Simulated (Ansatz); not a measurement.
**V2N3: an axial (c/a) deformation path**

The task here is to estimate one member of a computed series from the others.

Program: Ansatz 0.2.0. Level of theory: DFT PBEsol, scalar-relativistic, plane waves, PAW. These are calculated values, not measurements.

2 further runs of the same task are left out: 2 set aside as unsound or not needed.

### The system as given

It takes space group P-3m1 (No. 164, trigonal). The conventional cell has a = 2.780 Å, b = 2.780 Å, c = 6.196 Å, α = 90.00°, β = 90.00°, γ = 120.00°. Around V (site symmetry 3m) lie 6 N at 2.01 to 2.02 Å. N (site symmetry -3m) has 6 V at 2.02 Å as nearest neighbours. N (site symmetry 3m) has 1 N at 1.33 Å as nearest neighbours.

As a file:

```
CELL_PARAMETERS angstrom
2.77979 0.00000 0.00000
-1.38989 2.40737 0.00000
0.00000 0.00000 6.19635
ATOMIC_POSITIONS crystal
V 0.66667 0.33333 0.30212
V 0.33333 0.66667 0.69788
N 0.00000 0.00000 0.50000
N 0.00000 0.00000 0.10744
N 0.00000 0.00000 0.89256
```

It goes back to an entry of the Materials Project, which need not be the stable form.

It is the result of an earlier relaxation at this level (volume 8.29 Å³/atom; gap on the mesh: none (metal)).

The first run:

input.yaml reads:

```yaml
crystal:
  lattice:
    - [2.7797869938, 0.0, 0.0]
    - [-1.3898934969, 2.4073661537, 0.0]
    - [0.0, 0.0, 6.1963538749]
  atoms:
    - { symbol: V, position: [0.6666666667, 0.3333333333, 0.302115518] }
    - { symbol: V, position: [0.3333333333, 0.6666666667, 0.697884482] }
    - { symbol: "N", position: [0.0, 0.0, 0.5] }
    - { symbol: "N", position: [0.0, 0.0, 0.1074399115] }
    - { symbol: "N", position: [0.0, 0.0, 0.8925600885] }
basis:
  ecutwfc: 420
kpoints:
  mp_grid: { grid: [24, 24, 10] }
hamiltonian:
  xc: pbesol
scf:
  occupations: { method: gaussian, width: 0.15 }
output:
  forces: true
  stress: true
  eigenvalues: true
  write_density: true
  write_potential: true
  elf: true
  volumetric_format: npy
```

The run is started by

```
ansatz run input.yaml --threads 1 --pin off --max-ram 2560MiB --backend cpu --events-out ev --progress --plain --runs-dir out
```

Steps of the session up to this table: The reference: the undisturbed cell on the scan's mesh; Point ρ = 0.850; Point ρ = 1.200; At ρ = 0.920; ρ = 1.100; Point ρ = 0.960; Point ρ = 1.050; At ρ = 0.800; Point ρ = 1.300.

One table of the session follows, with a row left open; its other results are not shown here.

```
    ρ  ΔE (meV/atom)  pressure (GPa)
0.800          643.8            33.2
0.850          340.8            22.2
0.920           88.9            10.0
0.960              ?               ?
1.000            0.0             0.1
1.050           29.7            -4.2
1.100          110.6            -7.2
1.200          386.0           -10.5
1.300          762.4           -10.5
```

**Question.** Estimate the row for ρ = 0.960.

Worked estimate for «ΔE (meV/atom)». A straight line through the neighbours (0.920, 88.9) and (1.000, 0.0) gives 88.9 + (0.0 − 88.9) × (0.960 − 0.920) / (1.000 − 0.920) = 44.5; a parabola fitted to 4 rows on both sides gives 19.6.

As computed: ΔE (meV/atom): 21.0; pressure (GPa): 4.5. In «ΔE (meV/atom)» the line misses by +23.5 and the parabola by -1.4.

Caveats from the session: The final runs have no spin polarisation, so no magnetic state was tried and one may lie lower.
